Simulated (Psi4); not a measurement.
# GaBH3ClO (SMILES O[B](Cl)[GaH2]): B3LYP/6-31G(d) (spherical functions)

Aim: the vertical ionisation energy of GaBH3ClO at B3LYP/6-31G* (spherical functions), from 2 runs. 

The results are computed with Psi4 1.11.

## 1. The system as given

The species is GaBH3ClO (7 atoms), meant as a singlet with charge 0. SMILES: `O[B](Cl)[GaH2]`. The coordinates come from a PBE0-D4/def2-TZVP relaxation. This is one conformer, not always the lowest.

Bond lengths: O1–B2 1.344 Å, B2–Cl3 1.789 Å, B2–Ga4 2.095 Å, O1–H5 0.965 Å, Ga4–H6 1.572 Å, Ga4–H7 1.572 Å. Angles: O1–B2–Cl3 118.4°, O1–B2–Ga4 123.4°, Cl3–B2–Ga4 118.3°, B2–O1–H5 114.1°, B2–Ga4–H6 121.3°, B2–Ga4–H7 121.3°, H6–Ga4–H7 117.4°.

## 2. Energy and forces at B3LYP/6-31G(d) (spherical functions)

Input file calc.inp:

```
memory 2200 MB

molecule geom {
  O     -0.845500    -1.229100     0.927100
  B     -0.031900    -0.664900     0.017900
  Cl     0.899000    -1.736200    -1.070500
  Ga     0.202400     1.406200    -0.190800
  H     -0.850900    -2.194300     0.905900
  H     -0.691300     2.232500    -1.186100
  H      1.318000     2.185900     0.596500
  symmetry c1
  no_reorient
  no_com
}

set basis 6-31G*
set puream true
set e_convergence 1e-09
set d_convergence 1e-08
set scf_type pk
set dft_radial_points 99
set dft_spherical_points 590

result, w = gradient("b3lyp", return_wfn=True)
oeprop(w, "QUADRUPOLE", "DIPOLE", "MAYER_INDICES", title="B3LYP")
```

Command:

```
$ psi4 -i calc.inp -o calc.out -n 1
```

calc.out (excerpt; [...] marks lines left out):

```text
[...]
  Running in c1 symmetry.
[...]
  Nuclear repulsion =  275.852652829301860
[...]
  Multiplicity = 1
[...]
  Nalpha       = 32
  Nbeta        = 32
[...]
    Number of basis functions: 84
[...]
   @RKS iter   1: -2484.65997792616508   -1.56117e+00   3.59532e-02 ADIIS/DIIS
[...]
   @RKS iter  13: -2486.75855756803003   -1.27329e-11   7.74814e-09 DIIS
[...]
    Orbital Energies [Eh]
    ---------------------
    Doubly Occupied:
       1A   -372.558259     2A   -101.525898     3A    -45.953131
       4A    -40.710278     5A    -40.706390     6A    -40.706156
       7A    -19.190344     8A     -9.460177     9A     -7.220112
      10A     -7.215355    11A     -7.214354    12A     -6.822445
      13A     -5.520000    14A     -3.808759    15A     -3.797812
      16A     -3.796802    17A     -1.059985    18A     -0.840621
      19A     -0.838663    20A     -0.835448    21A     -0.833658
      22A     -0.830413    23A     -0.828383    24A     -0.592032
      25A     -0.477543    26A     -0.456461    27A     -0.401141
      28A     -0.399481    29A     -0.334285    30A     -0.333394
      31A     -0.302548    32A     -0.270956
[...]
  @RKS Final Energy: -2486.75855756803003
   => Energetics <=
    Nuclear Repulsion Energy =            275.8526528293018600
    One-Electron Energy =               -4006.8929986564767205
    Two-Electron Energy =                1338.6026349718642905
    DFT Exchange-Correlation Energy =     -94.3208467127192449
    Empirical Dispersion Energy =           0.0000000000000000
    VV10 Nonlocal Energy =                  0.0000000000000000
    Total Energy =                      -2486.7585575680300281
[...]
  -Total Gradient:
     Atom            X                  Y                   Z
    ------   -----------------  -----------------  -----------------
       1        0.002639696006    -0.007703987936    -0.003208656415
       2        0.001153007869    -0.003363225648    -0.001413763461
       3       -0.004077506213     0.004310815612     0.004749070511
       4        0.000799606151     0.002090374634    -0.000871244575
       5        0.000015973313     0.008076789611     0.000208313076
       6        0.001543969404    -0.001758077641     0.001863745539
       7       -0.002070006519    -0.001653106397    -0.001332721446
[...]
 Multipole Moments:
 ------------------------------------------------------------------------------------
     Multipole            Electronic (a.u.)      Nuclear  (a.u.)        Total (a.u.)
 ------------------------------------------------------------------------------------
 L = 1.  Multiply by 2.5417464519 to convert [e a0] to [Debye]
 Dipole X            :        -27.5071792           27.2303866           -0.2767927
 Dipole Y            :         -6.4455402            5.9405430           -0.5049972
 Dipole Z            :         31.0853997          -30.7849614            0.3004383
 Magnitude           :                                                    0.6495379
 L = 2.  Multiply by 1.3450342976 to convert [e a0^2] to [Debye ang]
 Quadrupole XX       :       -116.2233660           84.5358754          -31.6874906
 Quadrupole XY       :         23.1055600          -21.7362879            1.3692721
[...]
```

Wall time 26 s (1 thread of Intel Xeon Platinum 8259CL at 2.50GHz (Skylake/Cascade Lake), shared host); peak memory 1 GiB.

## 3. The doublet cation at the same level

Input file calc.in:

```
memory 2200 MB

molecule m {
  1 2
  O     -0.845500    -1.229100     0.927100
  B     -0.031900    -0.664900     0.017900
  Cl     0.899000    -1.736200    -1.070500
  Ga     0.202400     1.406200    -0.190800
  H     -0.850900    -2.194300     0.905900
  H     -0.691300     2.232500    -1.186100
  H      1.318000     2.185900     0.596500
  symmetry c1
  no_reorient
  no_com
}

set {
  reference            uks
  puream               true
  e_convergence        1e-09
  d_convergence        1e-08
  scf_type             pk
  dft_radial_points    99
  dft_spherical_points 590
  maxiter              100
}

energy_value, wavefunction = gradient('b3lyp/6-31G*', return_wfn=True)
oeprop(wavefunction, 'LOWDIN_CHARGES', 'MULLIKEN_CHARGES', 'QUADRUPOLE')
```

Command:

```
$ psi4 -n 1 calc.in calc.out
```

calc.out (excerpt; [...] marks lines left out):

```text
[...]
  Running in c1 symmetry.
[...]
  Nuclear repulsion =  275.852652829301860
[...]
  Multiplicity = 2
[...]
  Nalpha       = 32
  Nbeta        = 31
[...]
    Number of basis functions: 84
[...]
   @UKS iter   1: -2484.19774501951952   -1.09894e+00   3.60469e-02 ADIIS/DIIS
[...]
   @UKS iter  17: -2486.40142070629599   -4.54747e-12   6.98517e-09 DIIS
[...]
   @S^2 Observed:                7.544696618E-01
[...]
  @UKS Final Energy: -2486.40142070629599
   => Energetics <=
    Nuclear Repulsion Energy =            275.8526528293018600
    One-Electron Energy =               -3991.5211459432034644
    Two-Electron Energy =                1323.3134037320883181
    DFT Exchange-Correlation Energy =     -94.0463313244822814
    Empirical Dispersion Energy =           0.0000000000000000
    VV10 Nonlocal Energy =                  0.0000000000000000
    Total Energy =                      -2486.4014207062955393
[...]
  -Total Gradient:
     Atom            X                  Y                   Z
    ------   -----------------  -----------------  -----------------
       1       -0.014148954283    -0.043551536268     0.014867168318
       2        0.013911735870     0.086458361970    -0.013416920978
       3        0.000498592345    -0.027373936336    -0.001344688503
       4       -0.007176492353    -0.047283652418     0.006849168231
       5        0.003396338313     0.010598248524    -0.003554037692
       6        0.008998087692     0.010396220698     0.004710255664
       7       -0.005474468744     0.010755613666    -0.008116316048
[...]
  Mulliken Charges: (a.u.)
   Center  Symbol    Alpha    Beta     Spin     Total
       1     O     4.23417  4.22716  0.00700 -0.46133
       2     B     2.39811  2.13190  0.26621  0.46998
       3    CL     8.55946  8.33032  0.22914  0.11022
       4    GA    15.62653 15.33000  0.29653  0.04347
       5     H     0.26602  0.24435  0.02167  0.48963
       6     H     0.45782  0.36819  0.08963  0.17399
       7     H     0.45788  0.36808  0.08980  0.17404
   Total alpha = 32.00000, Total beta = 31.00000, Total charge =  1.00000
  Lowdin Charges: (a.u.)
[...]
```

It took 43 s on 1 thread of Intel Xeon Platinum 8259CL at 2.50GHz (Skylake/Cascade Lake), shared host; peak memory 1 GiB.

## 4. Outcome

At B3LYP/6-31G* (spherical functions):

| quantity | value |
| --- | --- |
| singlet GaBH3ClO: total energy | -2486.75856 Eh |
| singlet GaBH3ClO: dipole moment | 1.65 D |
| singlet GaBH3ClO: HOMO energy | -7.37 eV |
| singlet GaBH3ClO: LUMO energy | -1.96 eV |
| singlet GaBH3ClO: HOMO–LUMO gap | 5.42 eV |
| singlet GaBH3ClO: largest force on an atom | 0.450 eV/Å |
| doublet cation: total energy | -2486.40142 Eh |
| doublet cation: HOMO energy (highest over α and β) | -13.97 eV |
| doublet cation: LUMO energy (lowest over α and β) | -12.05 eV |
| doublet cation: ⟨S²⟩ | 0.754 |
| doublet cation: largest force on an atom | 4.556 eV/Å |
| vertical ionisation energy (to the doublet cation) | 9.718 eV |

The vertical ionisation energy comes to 9.72 eV (938 kJ/mol). The largest force (singlet GaBH3ClO) is 0.45 eV/Å: the shape isn't a stationary point for this species at this level. The negative HOMO energy of the first species, 7.37 eV, lies 2.35 eV below that difference.
